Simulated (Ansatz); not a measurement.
# BrH2InS2: small, medium and large basis sets

The task here is to estimate one member of a computed series from the others.

Program: Ansatz 0.2.0, Gaussian basis. Level of theory: one geometry, several basis sets. These are calculated values, not measurements.

Levels to be run: PBE0-D4/def2-SVP; ωB97M-V/def2-SVP; PBE0-D4/def2-QZVPP; ωB97M-V/def2-QZVPP; the functionals' def2-TZVPP values are taken from earlier runs.

## Structure used throughout

All runs share one geometry, relaxed beforehand with PBE0-D4 in a triple-zeta def2 set. In takes the def2 core potential; no spin-orbit term is included.

SMILES `[SH][In]([SH])[Br]`, 6 atoms, charge 0, spin multiplicity 1.

Atoms are counted from 1 here; the program's logs count them from 0.

Bond lengths: S1–In2 2.364 Å, S1–H5 1.345 Å, In2–S3 2.368 Å, In2–Br4 2.459 Å, S3–H6 1.344 Å. Angles: In2–S1–H5 93.0°, S1–In2–S3 124.3°, S1–In2–Br4 117.5°, S3–In2–Br4 118.2°, In2–S3–H6 92.4°.

The first run:

in.yaml

```yaml
crystal:
  periodic: [false, false, false]
  atoms:
    - {symbol: S, position_ang: [-1.376071, 1.750087, -0.952100]}
    - {symbol: In, position_ang: [-0.233139, -0.197202, -0.250526]}
    - {symbol: S, position_ang: [1.510344, -0.216468, 1.352116]}
    - {symbol: Br, position_ang: [-0.907546, -2.336659, -1.257651]}
    - {symbol: H, position_ang: [-0.656084, 2.548678, -0.144629]}
    - {symbol: H, position_ang: [1.662496, -1.548435, 1.252799]}
basis:
  gaussian: {orbitals: def2-SVP}
hamiltonian: {xc: pbe0, dispersion: d4}
output: {orbitals: {seedname: orbitals}}
```

Among the steps run: PBE0-D4 in def2-SVP; ωB97M-V in def2-SVP; PBE0-D4 in def2-QZVPP; ωB97M-V in def2-QZVPP.

One table of the session follows, with a row left open; its other results are not shown here.

It belongs to the step «Density functionals: the series». 

```
functional       basis  HOMO (eV)  LUMO (eV)
   PBE0-D4    def2-SVP          ?          ?
   PBE0-D4  def2-TZVPP      -7.84      -2.14
   PBE0-D4  def2-QZVPP      -7.86      -2.19
   ωB97M-V    def2-SVP      -9.82       0.01
   ωB97M-V  def2-TZVPP     -10.01      -0.26
   ωB97M-V  def2-QZVPP     -10.04      -0.40
```

Q: Estimate the row for PBE0-D4, def2-SVP from the others.

As computed: HOMO (eV): -7.69; LUMO (eV): -1.97. In the column «HOMO (eV)» it is the highest.
